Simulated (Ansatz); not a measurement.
# CaY, space group C2/m: a convergence test of the k-point mesh

Computed with Ansatz's Python interface.

Script `kconv_cay.py`:
```python
"""k-point test for CaY."""

import ansatz as az

structure = (
    az.Lattice.from_parameters(3.537098, 3.537098, 6.176207, alpha=90.15662, beta=90.15662, gamma=112.04933)
    .atom("Ca", [0.0, 0.0, 0.0])
    .atom("Y", [0.5, 0.5, 0.5])
)

calculation = (
    structure.calculation()
    .occupations("fermi_dirac")
    .basis(17 * az.Ha)
    .functional(az.Functional.LDA)
)

rows = []
for value in [(2, 2, 2), (3, 3, 2), (4, 4, 3), (6, 6, 3), (7, 7, 4), (8, 8, 5)]:
    summary = calculation.kpoints(*value).run(threads=1, pin="off").report
    rows.append((value, summary["free_energy_ev"] / len(summary["lattice"]["sites"]), summary["n_iterations"], summary["n_kpoints"]))

print("        mesh   F/atom (eV)    iterations      k-points")
for row in rows:
    print(f"{str(row[0]):>12s}  {row[1]:12.5f}  {row[2]:12d}  {row[3]:12d}")

# the last row is the reference
for row in rows[:-1]:
    shift = 1000 * (row[1] - rows[-1][1])
    print(f"{row[0]}: {shift:+.2f} meV/atom" + ("  (within 1 meV)" if abs(shift) < 1 else ""))
```

Output of `python kconv_cay.py`:
```text
        mesh   F/atom (eV)    iterations      k-points
   (2, 2, 2)   -2759.16938             7             6
   (3, 3, 2)   -2758.87172             7             8
   (4, 4, 3)   -2758.96784             7            17
   (6, 6, 3)   -2758.94499             6            34
   (7, 7, 4)   -2758.94839             6            60
   (8, 8, 5)   -2758.94647             6            93
(2, 2, 2): -222.91 meV/atom
(3, 3, 2): +74.76 meV/atom
(4, 4, 3): -21.37 meV/atom
(6, 6, 3): +1.48 meV/atom
(7, 7, 4): -1.91 meV/atom
```

Notes:
- Within a few hundredths of an angstrom the cell has the higher group Cmmm; the lower one is a small distortion.
- The structure comes from a database of computed cells and needn't be a stable or known phase.
- Shifts are counted from the finest mesh, which is itself no proven limit.
- Wall time of the script: 7.3 s on 1 thread of Intel(R) Xeon(R) Platinum 8488C (Sapphire Rapids) (shared host), peak memory 0.46 GiB.
